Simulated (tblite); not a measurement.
# C2H6Al2Cl3F: the cost of one run

The runs use tblite 0.8.0 and PySCF 2.14.0, with density-fitted response routines of our own; the level of theory stands in each step. All values are computed, except where a source is named. Atoms count from 0, in the outputs and in this text.

### Step 1. The starting structure

14 atoms, charge 0, multiplicity 1; geometry from: force field or distance geometry start.

Bonds of the start (Å): C0–C1 1.51, C1–Al2 1.99, Al2–Cl3 2.21, Cl3–Al4 2.21, Al4–F5 1.79, Al4–Cl6 2.19, Al4–Cl7 2.22, Cl7–Al2 2.23, C0–H8 1.11, C0–H9 1.13, C0–H10 1.10, C1–H11 1.13, C1–H12 1.09, Al2–H13 1.60.

### Step 2. Geometry optimisation with GFN2-xTB

Job settings and geometry (Å):

```
{"job": {"kind": "relax", "xc": "GFN2-xTB", "basis": "xTB"}, "charge": 0, "multiplicity": 1}
C     -2.324100     0.700200     0.339100
C     -1.603700    -0.602800     0.071500
Al     0.339200    -0.296100     0.374500
Cl     1.678300    -1.802600    -0.534600
Al     3.075700    -0.121400    -0.873000
F      4.054100    -0.232900    -2.363900
Cl     4.153500     0.329800     0.978800
Cl     1.272800     1.163100    -1.024500
H     -2.834400     1.045100    -0.584600
H     -3.149900     0.552400     1.097800
H     -1.662000     1.467500     0.774200
H     -1.993800    -1.355500     0.811400
H     -1.757000    -0.926800    -0.962800
H      0.750700     0.079600     1.873800
```

On the command line:

```
> OMP_NUM_THREADS=1 python probes_run.py task.json out
```

This one command runs all jobs of the session in turn.

**Question.** How long does this first job take on 1 thread of AMD EPYC 9R14, shared host, and how much memory does it need?

About 2.2 s, with a peak of 0.18 GiB.
